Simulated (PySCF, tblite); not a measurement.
**C5H12OSeSi: geometry, infrared bands and NMR shifts**

Aim: predict the infrared bands and NMR shifts of C5H12OSeSi (`C=CO[C@@H](CC)[SiH2][SeH]`).

Computed with tblite 0.8.0 and PySCF 2.14.0, with density-fitted response routines of our own, on a single molecule in the gas phase. Atoms are numbered from 0 throughout.

## (1) The molecule as given

20 atoms, charge 0, multiplicity 1; geometry from: force field or distance geometry start.

Bonds of the start (Å): C0–C1 1.32, C1–O2 1.40, O2–C3 1.45, C3–C4 1.51, C4–C5 1.50, C3–Si6 1.85, Si6–Se7 2.27, C0–H8 1.10, C0–H9 1.09, C1–H10 1.09, C3–H11 1.11, C4–H12 1.12, C4–H13 1.11, C5–H14 1.11, C5–H15 1.11, C5–H16 1.13, Si6–H17 1.47, Si6–H18 1.48, Se7–H19 1.54.

## (2) Relaxing the molecule with GFN2-xTB

Job settings and geometry (Å):

```
{"job": {"kind": "relax", "xc": "GFN2-xTB", "basis": "xTB"}, "charge": 0, "multiplicity": 1}
C      2.492100     1.554500     0.581500
C      1.993900     0.804400    -0.389300
O      1.307500    -0.390200    -0.137100
C      0.043000    -0.473700    -0.838100
C     -0.688000    -1.760100    -0.551100
C     -1.040400    -1.998900     0.887000
Si    -0.986800     1.052500    -0.612500
Se    -1.645100     1.417000     1.524000
H      3.036300     2.483700     0.364200
H      2.336000     1.258000     1.616300
H      2.165000     1.139800    -1.414500
H      0.324200    -0.500500    -1.916700
H      0.013400    -2.591800    -0.829300
H     -1.568200    -1.863500    -1.211600
H     -0.806200    -1.139000     1.551900
H     -2.131200    -2.177500     0.986100
H     -0.479400    -2.893200     1.285900
H     -0.164500     2.180700    -1.079600
H     -2.174600     1.011200    -1.492700
H     -2.032100     2.897300     1.672600
```

Launch:

```console
OMP_NUM_THREADS=1 python probes_run.py task.json out
```

One launch serves the whole session: the jobs run in the order shown.

**Question.** This job is followed by: GFN2-xTB harmonic vibrations, gas phase; GIAO PBE0/pcSseg-1 NMR shielding, non-relativistic, gas phase. What will the session give for the following? strongest single infrared mode (GFN2-xTB); zero-point energy (GFN2-xTB); 13C shifts against TMS (PBE0/pcSseg-1); 1H shifts against TMS (PBE0/pcSseg-1, means over atoms taken as alike); 17O shifts against H2O (PBE0/pcSseg-1); 29Si shifts against TMS (PBE0/pcSseg-1); 77Se shifts against Me2Se (PBE0/pcSseg-1).

The runs gave:

```
                                                              quantity                                                            value
                             strongest single infrared mode (GFN2-xTB)                                            2050 cm⁻¹, 388 km/mol
                                          zero-point energy (GFN2-xTB)                                                    95.7 kcal/mol
                                13C shifts against TMS (PBE0/pcSseg-1)                                158.3, 96.3, 69.4, 30.4, 10.2 ppm
1H shifts against TMS (PBE0/pcSseg-1, means over atoms taken as alike)  6.27, 5.11, 4.95, 4.85, 4.42, 3.95, 2.13, 1.28, 1.23, -0.19 ppm
                                17O shifts against H2O (PBE0/pcSseg-1)                                                        127.6 ppm
                               29Si shifts against TMS (PBE0/pcSseg-1)                                                        -22.0 ppm
                             77Se shifts against Me2Se (PBE0/pcSseg-1)                                                         -537 ppm
```

In words: Over 152 steps the energy fell by 0.855 eV; of the close pairs, Se7–H19 changed most, 1.537 to 1.444 Å. No mode is imaginary among the 54: a minimum at this level. The strongest single mode, at 2050 cm⁻¹, moves mainly H19. GFN2-xTB is a fitted tight-binding method: band positions and strengths are rough. Its intensities can rank the bands wrongly. The most deshielded carbon is C1 (alkene carbon bearing oxygen), at 158.3 ppm: an sp2 carbon further deshielded by the attached heteroatom. The most deshielded hydrogen is H10 (hydrogen on an alkene carbon bearing oxygen), at 6.27 ppm: attached to an sp2 carbon and in the plane of the double bond. At PBE0/pcSseg-1: The largest span, 702 ppm, is at Se7, where the paramagnetic term is -706 ppm. Spin-orbit coupling is left out, which matters for shieldings and couplings at and beside the heavy atoms.
